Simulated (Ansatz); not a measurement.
**CuH: vertical ionisation energy**

The task here is to estimate one member of a computed series from the others.

Program: Ansatz 0.2.0, Gaussian basis. Level of theory: unrestricted cation, the program's frozen cores in correlated methods. These are calculated values, not measurements.

The runs, in order: UKS PBE-D4/def2-TZVPP; UKS r2SCAN-D4/def2-TZVPP; UKS PBE0-D4/def2-TZVPP; UKS B3LYP-D4/def2-TZVPP; UKS wB97X-V/def2-TZVPP; UKS wB97M-V/def2-TZVPP; UKS B2PLYP (frozen core with 3s3p of Cu, Zn)/def2-TZVPP; UHF-CCSD(T) with 3s3p of Cu, Zn/def2-TZVPP; UHF-CCSD(T) with 3s3p of Cu, Zn/def2-QZVPP; extrapolation to the limit; then −ε(HOMO) from the neutral's earlier runs with LDA (SPW92), PBE-D4, revPBE-D4, BLYP-D4, r2SCAN-D4, B97M-V, PBE0-D4, B3LYP-D4, r2SCANh-D4, r2SCAN0-D4, HSE06-D4, BHLYP-D4, CAM-B3LYP-D4, LC-ωPBE, ωB97X-V, ωB97M-V.

## Structure used throughout

An earlier PBE0-D4 in a triple-zeta def2 set relaxation fixed the geometry.

SMILES `[CuH]`, 2 atoms, charge 0, spin multiplicity 1.

Atoms are counted from 1 here; the program's logs count them from 0.

Bond lengths: Cu1–H2 1.485 Å.

As a file:

```
Cu   -0.6306    0.2283   -0.3188
H     0.6306   -0.2283    0.3188
```

Set-up of the first run:

in.yaml

```yaml
crystal:
  periodic: [false, false, false]
  atoms:
    - {symbol: Cu, position_ang: [-0.630596, 0.228270, -0.318784]}
    - {symbol: H, position_ang: [0.630596, -0.228270, 0.318784]}
basis:
  gaussian: {orbitals: def2-TZVPP}
total_charge: 1
magnetization: {spin_polarized: true, initial_magnetization: 1}
hamiltonian: {xc: pbe, dispersion: d4}
```

Started as:

```console
ansatz run in.yaml --threads 2 --pin off --events-out ev --progress --plain --max-ram 32768MiB --backend cpu
```

Among the steps run: Cation, UKS PBE-D4/def2-TZVPP; Cation, UKS r2SCAN-D4/def2-TZVPP; Cation, UKS PBE0-D4/def2-TZVPP; Cation, UKS B3LYP-D4/def2-TZVPP; Cation, UKS wB97X-V/def2-TZVPP; Cation, UKS wB97M-V/def2-TZVPP; Cation, UKS B2PLYP (frozen core with 3s3p of Cu, Zn)/def2-TZVPP; Cation, UHF-CCSD(T) with 3s3p of Cu, Zn/def2-TZVPP; Cation, UHF-CCSD(T) with 3s3p of Cu, Zn/def2-QZVPP.

One of the session's tables, all rows but one given; the rest of the session is left out.

Orbital estimates, from the neutral's runs:

| functional | −ε(HOMO) (eV) |
| --- | --- |
| LDA (SPW92) | 5.70 |
| PBE-D4 | 5.46 |
| revPBE-D4 | 5.38 |
| BLYP-D4 | 5.44 |
| r2SCAN-D4 | 5.50 |
| B97M-V | 5.54 |
| PBE0-D4 | 6.65 |
| B3LYP-D4 | 6.55 |
| r2SCANh-D4 | ? |
| r2SCAN0-D4 | 6.74 |
| HSE06-D4 | 6.23 |
| BHLYP-D4 | 7.76 |
| CAM-B3LYP-D4 | 8.10 |
| LC-ωPBE | 9.28 |
| ωB97X-V | 8.97 |
| ωB97M-V | 8.95 |

Estimate the missing values for r2SCANh-D4.

Worked estimate for «−ε(HOMO) (eV)». Against the share of exact exchange, r2SCAN-D4 (0, 5.50), r2SCAN0-D4 (0.25, 6.74) give a slope of 4.96 per unit share; at 0.1 the line stands at 6.00.

The run gave: −ε(HOMO) (eV): 6.01. In «−ε(HOMO) (eV)» the line misses by -0.01.

To keep in mind: The cation may have settled in a state other than its lowest; no search over hole states beyond the program's own was made.
